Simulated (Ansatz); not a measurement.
Task: a ranking of structure types by relaxed energy of Li2Pt on several prototypes, with Ansatz 0.2.0, Python API. Give the script and its output. Level of theory (first run): PBEsol, PAW, cutoff 476 eV, 4×4×5 k-points, Fermi-Dirac smearing of 0.1 eV.

`run_prototypes.py`
```python
'''Li2Pt on common prototypes, each relaxed.'''

import warnings

import ansatz as az
import numpy as np
import pandas as pd
import spglib


def rutile(a_site, b_site, a):
    return (
        az.Lattice.from_parameters(a, a, 0.65 * a, alpha=90, beta=90, gamma=90)
        .space_group(136)
        .atom(a_site, (0, 0, 0))
        .atom(b_site, (0.305, 0.305, 0))
    )


def fluorite(first, second, a):
    return (
        az.Lattice.fcc(a)
        .space_group(225)
        .atom(first, (0, 0, 0))
        .atom(second, (0.25, 0.25, 0.25))
        .primitive()
    )


def alb2(a_site, b_site, a):
    return (
        az.Lattice.from_parameters(a, a, 1.1 * a, alpha=90, beta=90, gamma=120)
        .space_group(191)
        .atom(a_site, (0, 0, 0))
        .atom(b_site, (1 / 3, 2 / 3, 0.5))
    )


def ground_state(name, crystal):
    calc = (
        crystal.calculation()
        .accuracy('medium')
        .basis(35 * az.Ry, xc_grid=3)
        .scf(tolerance=1e-07, self_checks='low')
        .functional('PBEsol')
        .kpoints(spacing=0.39)
        .occupations('fermi_dirac', width=0.1)
        .stress()
        .band_table()
    )
    calc = calc.relax(force_tolerance=0.03, cell=True)
    return calc.run(threads=1)

def relaxed_twice(name, crystal):
    # the second pass draws mesh and plane waves anew for the relaxed cell
    first = ground_state(name, crystal)
    again = az.Crystal(lattice=az.Lattice.of(first.lattice.cell_ang))
    for site in first.report['lattice']['sites']:
        again = again.atom(site['symbol'], site['position_frac'])
    return ground_state(name, again)


def space_group(outcome):
    sites = outcome.report['lattice']['sites']
    kinds = sorted({site['symbol'] for site in sites})
    cell = (outcome.lattice.cell_ang, [site['position_frac'] for site in sites], [kinds.index(site['symbol']) for site in sites])
    return spglib.get_spacegroup(cell, symprec=0.01)


def pressure_gpa(outcome):
    return float(np.trace(outcome.report['stress_gpa']) / 3)


def volume_per_atom(outcome):
    return abs(np.linalg.det(outcome.lattice.cell_ang)) / len(outcome.lattice.sites)

# a is a first guess in angstrom
warnings.simplefilter('ignore', az.DeckWarning)

phases = {}
phases['rutile'] = rutile('Pt', 'Li', 5.21)
phases['fluorite'] = fluorite('Pt', 'Li', 5.54)
phases['AlB2'] = alb2('Pt', 'Li', 3.49)

done = {}
for name, crystal in phases.items():
    try:
        done[name] = relaxed_twice(name, crystal)
    except az.NonConvergedError as error:
        print(name, 'did not converge:', str(error)[:120])

energy = {name: o.report['energy_sigma0_ev'] / len(o.lattice.sites) for name, o in done.items()}
lowest = min(energy.values())
rows = [(name, len(o.lattice.sites), 1000 * (energy[name] - lowest), space_group(o), pressure_gpa(o), volume_per_atom(o)) for name, o in done.items()]
rows.sort(key=lambda row: row[2])
print(pd.DataFrame(rows, columns=['phase', 'atoms', 'dE (meV/atom)', 'space group', 'P (GPa)', 'V (A^3/atom)']).round(4).to_string(index=False))
print('order:', ' < '.join(row[0] for row in rows))
```

```console
$ python run_prototypes.py
   phase  atoms  dE (meV/atom)    space group  P (GPa)  V (A^3/atom)
    AlB2      3         0.0000   P6/mmm (191)  -0.0006       13.1714
  rutile      6       258.6552 P4_2/mnm (136)   0.0129       18.5782
fluorite      3       400.7464    Fm-3m (225)  -0.0309       16.7446
order: AlB2 < rutile < fluorite
```

Reading the output:
- These settings explore the input space; cutoff and mesh may be short of convergence.
- For the metals among these phases the mesh is modest: differences between phases can be off by up to 40 meV an atom.
- The program warned that this SCF threshold is loose for forces or stresses.
- Pressure is positive in compression.
- Spin-orbit coupling, which matters for elements this heavy, is left out.
- The cells are built on prototypes, so most aren't the phase found in nature. Rows bear the name of their start, and a relaxation keeps or raises the symmetry. Differences under about 40 meV an atom lie within the error of mesh and functional.
- The script silences the warnings on its input, which a real study should read.
- Run time: 110 s on 1 thread of Arm Neoverse V2, on a shared host, peak memory 0.56 GiB.
